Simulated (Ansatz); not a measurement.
**HfS+ (doublet): from Hartree-Fock to the top rungs, def2-TZVPP**

One table from this session's results is given with a row withheld; the runs are named, their logs left out.

The runs use Ansatz 0.2.0, Gaussian basis; def2-TZVPP, core rule «outside noble gas», up to 9 orbitals frozen.

Plan: UHF; ROHF; CCSD(T) on UHF.

2 further runs of the same task are left out: 2 set aside as unsound or not needed.

**The geometry**

The geometry is a PBE0/def2-TZVP stationary point (not a proven minimum) of the parent state, kept for this charge and spin. No spin-orbit coupling is included. Elements past krypton take def2 core potentials.

2 atoms, charge 1, spin multiplicity 2.

Atoms are counted from 1 here; the program's logs count them from 0.

Bond lengths: Hf1–S2 2.164 Å.

Geometry (Å):

```xyz
2
HfS
Hf    0.00000    0.00000    0.00000
S     0.00000    0.00000    2.16371
```

Set-up of the first run:

Contents of in.yaml:

```yaml
crystal:
  periodic: [false, false, false]
  atoms:
    - {symbol: Hf, position_ang: [0.000000, 0.000000, 0.000000]}
    - {symbol: S, position_ang: [0.000000, 0.000000, 2.163711]}
basis:
  gaussian: {orbitals: def2-TZVPP}
total_charge: 1
magnetization: {spin_polarized: true, initial_magnetization: 1}
hamiltonian: {xc: hf}
output: {orbitals: {seedname: orbitals}}
```

Started as:

```console
ansatz run in.yaml --threads 1 --pin off --events-out ev --progress --plain --max-ram 4096MiB --backend cpu
```

Steps of the session up to this table: UHF; ROHF; CCSD(T) on UHF.

One table of the session follows, with a row left open; its other results are not shown here.

| method | from UCCSD(T) (meV) |
| --- | --- |
| ROHF | +7430.5 |
| UHF | +7382.1 |
| UMP2 | +750.1 |
| UCCSD | ? |
| UCCSD(T) | 0 |

Estimate the missing values for UCCSD.

The run gave: from UCCSD(T) (meV): +571.5. In the column «from UCCSD(T) (meV)» it lies between UCCSD(T) (0) and UMP2 (+750.1).
